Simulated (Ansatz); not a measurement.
# C: the cost of one run

Program: Ansatz 0.2.0. Level of theory: DFT PBE+D3(BJ), scalar-relativistic, plane waves, PAW. These are calculated values, not measurements.

2 further runs of the same task are left out: 2 set aside as unsound or not needed.

## Step 1: The starting structure

The structure is hexagonal, space group P6_3/mmc (No. 194). The conventional cell has a = 2.465 Å, b = 2.465 Å, c = 6.744 Å, α = 90.00°, β = 90.00°, γ = 120.00°. C (site symmetry -6m2) is surrounded by 3 C at 1.42 Å.

Coordinates:

```cif
data_structure
_symmetry_space_group_name_H-M 'P6_3/mmc'
_symmetry_Int_Tables_number 194
_cell_length_a 2.4650
_cell_length_b 2.4650
_cell_length_c 6.7442
_cell_angle_alpha 90.000
_cell_angle_beta 90.000
_cell_angle_gamma 120.000
_cell_volume 35.49
loop_
_atom_site_label
_atom_site_type_symbol
_atom_site_symmetry_multiplicity
_atom_site_Wyckoff_symbol
_atom_site_fract_x
_atom_site_fract_y
_atom_site_fract_z
_atom_site_occupancy
C1 C 2 b 0.00000 0.00000 0.25000 1
C2 C 2 c 0.33333 0.66667 0.25000 1
```

It goes back to an entry of the Materials Project.

It is the result of an earlier relaxation at this level (volume 8.87 Å³/atom; gap on the mesh: none (metal)).

## Step 2: The cell scaled to 0.97 of its volume

Input file input.yaml:

```yaml
crystal:
  lattice:
    - [2.4400736133, 0.0, 0.0]
    - [-1.2200368066, 2.1131657363, 0.0]
    - [0.0, 0.0, 6.6760453387]
  atoms:
    - { symbol: C, position: [0.0, 0.0, 0.25] }
    - { symbol: C, position: [0.0, 0.0, 0.75] }
    - { symbol: C, position: [0.3333333333, 0.6666666667, 0.25] }
    - { symbol: C, position: [0.6666666667, 0.3333333333, 0.75] }
basis:
  ecutwfc: 420
kpoints:
  mp_grid: { grid: [21, 21, 6] }
hamiltonian:
  xc: pbe
  dispersion: d3bj
scf:
  occupations: { method: gaussian, width: 0.1 }
output:
  forces: true
  stress: true
  eigenvalues: true
relax:
  adjacent_minimum: "off"
  f_tol: 0.01
  max_steps: 30
  cell: { stress_tol: 0.1, fix: [volume] }
```

Run with:

```bash
ansatz run input.yaml --threads 1 --pin off --max-ram 2560MiB --backend cpu --events-out ev --progress --plain --runs-dir out
```

Q: Estimate wall time and peak memory on 1 thread of Intel Xeon Platinum 8488C (Sapphire Rapids), shared host.

About 19 s, with a peak of 0.38 GiB.
